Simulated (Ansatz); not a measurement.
# CHBFNO: the cost of one run

Program: Ansatz 0.2.0. Level of theory: RKS BHLYP/STO-3G. These are calculated values, not measurements.

## (1) The starting structure

Bond lengths: N1–C2 1.307 Å, C2–O3 1.462 Å, C2–B4 1.517 Å, O3–B4 1.555 Å, B4–F5 1.411 Å, N1–H6 0.973 Å. Angles: N1–C2–O3 152.1°, N1–C2–B4 145.0°, O3–C2–B4 62.9°, C2–N1–H6 124.4°, C2–O3–B4 60.3°, C2–B4–O3 56.8°, C2–B4–F5 154.2°, O3–B4–F5 148.3°.

Coordinates:

```xyz
6

N    -0.3115    0.1955    1.5567
C    -0.4087    0.2537    0.2543
O    -1.0851    0.6691   -0.9739
B     0.2483   -0.1254   -1.0596
F     1.1866   -0.8127   -1.8589
H     0.4125   -0.2442    2.0352
```

## (2) Preparing the start

Input file input.yaml:

```yaml
crystal:
  periodic: [false, false, false]
  atoms:
    - { symbol: "N", position_ang: [-0.3115, 0.1955, 1.5567] }
    - { symbol: C, position_ang: [-0.4087, 0.2537, 0.2543] }
    - { symbol: O, position_ang: [-1.0851, 0.6691, -0.9739] }
    - { symbol: B, position_ang: [0.2483, -0.1254, -1.0596] }
    - { symbol: F, position_ang: [1.1866, -0.8127, -1.8589] }
    - { symbol: H, position_ang: [0.4125, -0.2442, 2.0352] }
basis:
  gaussian: { orbitals: STO-3G }
hamiltonian:
  xc: { name: BHLYP }
relax:
  f_tol: 0.02
  max_steps: 40
scf:
  lower_state_search: "off"
output:
  orbitals: {}
```

The run is started by

```
$ ansatz run input.yaml --threads 1 --pin off --max-ram 2048MiB --backend cpu --events-out ev --progress --plain --runs-dir out
```

What time and memory should one allow on 1 thread of Arm Neoverse V2, shared host?

About 12 s, with a peak of 0.16 GiB.
